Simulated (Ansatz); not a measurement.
Run this with Ansatz 0.2.0 through its Python package and show what comes out.

The script reads `cscan3o6.yaml`:
```yaml
crystal:
  lattice:
    - [3.955689, 2.283818, 3.251408]
    - [-3.955689, 2.283818, 3.251408]
    - [0.0, -4.567636, 3.251408]
  atoms:
    - { symbol: Cs, position: [0.999843, 0.999843, 0.999843] }
    - { symbol: Ca, position: [0.467568, 0.467568, 0.467568] }
    - { symbol: "N", position: [0.516988, 0.489734, 0.930682] }
    - { symbol: "N", position: [0.489734, 0.930682, 0.516988] }
    - { symbol: "N", position: [0.930682, 0.516988, 0.489734] }
    - { symbol: O, position: [0.055241, 0.519477, 0.678047] }
    - { symbol: O, position: [0.678047, 0.055241, 0.519477] }
    - { symbol: O, position: [0.295801, 0.049917, 0.508264] }
    - { symbol: O, position: [0.049917, 0.508264, 0.295801] }
    - { symbol: O, position: [0.519477, 0.678047, 0.055241] }
    - { symbol: O, position: [0.508264, 0.295801, 0.049917] }
kpoints:
  mp_grid: { kspacing: 0.4 }
hamiltonian:
  xc: pbesol
scf:
  occupations: { method: fixed }
  initial_density: { chi_scale: 0.0 }
  mixing: { algorithm: anderson, beta: 0.05, ndim: 16 }
basis:
  ecutwfc: "31 Ry"
output:
  forces: true
  stress: true
```

`yaml_run_cscan3o6.py`
```python
# -*- coding: utf-8 -*-
"""CsCaN3O6 from YAML text."""

import ansatz
import numpy as np

result = ansatz.Session.from_deck("cscan3o6.yaml").plan().execute()
rep = result.report

print("%-22s %14.5f eV" % ("F = E - TS", rep["free_energy_ev"]))
print("%-22s %14.5f eV" % ("E", rep["internal_energy_ev"]))
print("%-22s %14.5f eV" % ("Harris-Foulkes", rep["harris_foulkes_ev"]))
print("%-22s %14.5f eV" % ("Fermi level", rep["fermi_energy_ev"]))

# pressure is a third of the trace
sigma = rep["stress_gpa"]
voigt = [sigma[0][0], sigma[1][1], sigma[2][2], sigma[1][2], sigma[0][2], sigma[0][1]]
print("stress xx yy zz yz xz xy (GPa, compression positive):", " ".join(f"{s:.3f}" for s in voigt))
print("P =", round(10 * float(np.mean(voigt[:3])), 2), "kbar")

# forces in eV per angstrom
forces = np.array(rep["forces_ev_ang"])
norms = np.linalg.norm(forces, axis=1)
print("largest force {:.4f} eV/A on atom {}".format(norms.max(), norms.argmax()))
print(np.array2string(forces, precision=4, suppress_small=True))

terms = rep["components"]
print({name: round(terms[name], 3) for name in ("e_kinetic", "e_hartree", "e_xc", "e_local", "e_nonlocal")})
```

```console
$ python yaml_run_cscan3o6.py
F = E - TS               -11876.97589 eV
E                        -11876.97589 eV
Harris-Foulkes           -11876.97589 eV
Fermi level                   3.00458 eV
stress xx yy zz yz xz xy (GPa, compression positive): -3.232 -3.232 -3.450 0.000 -0.000 0.000
P = -33.05 kbar
largest force 0.9137 eV/A on atom 5
[[ 0.      0.     -0.0175]
 [-0.     -0.     -0.0715]
 [-0.0229 -0.6989  0.4601]
 [-0.5938  0.3693  0.4601]
 [ 0.6167  0.3296  0.4601]
 [-0.2763  0.5037 -0.7105]
 [-0.2981 -0.4911 -0.7105]
 [ 0.8015  0.1538  0.28  ]
 [-0.2675 -0.771   0.28  ]
 [ 0.5744 -0.0126 -0.7105]
 [-0.5339  0.6172  0.28  ]]
{'e_kinetic': 1842.601, 'e_hartree': 1747.449, 'e_xc': -914.161, 'e_local': -4945.127, 'e_nonlocal': 525.366}
```

The settings weren't tested for convergence. The energy terms are those on the plane-wave grid, with the one-centre PAW part apart; the terms shown are only some of the summands, so they needn't add up to F. The zero of the levels is a convention of the potentials, so an absolute Fermi energy is no work function. This cell is a computed structure, which may not be the phase found in nature. By the engine's processor time: 6.4 s on 1 thread of Intel(R) Xeon(R) Processor @ 2.30GHz, on a shared host, peak memory 0.58 GiB.

(A comment or docstring line of the script was reworded after the run, the code is as it ran.)
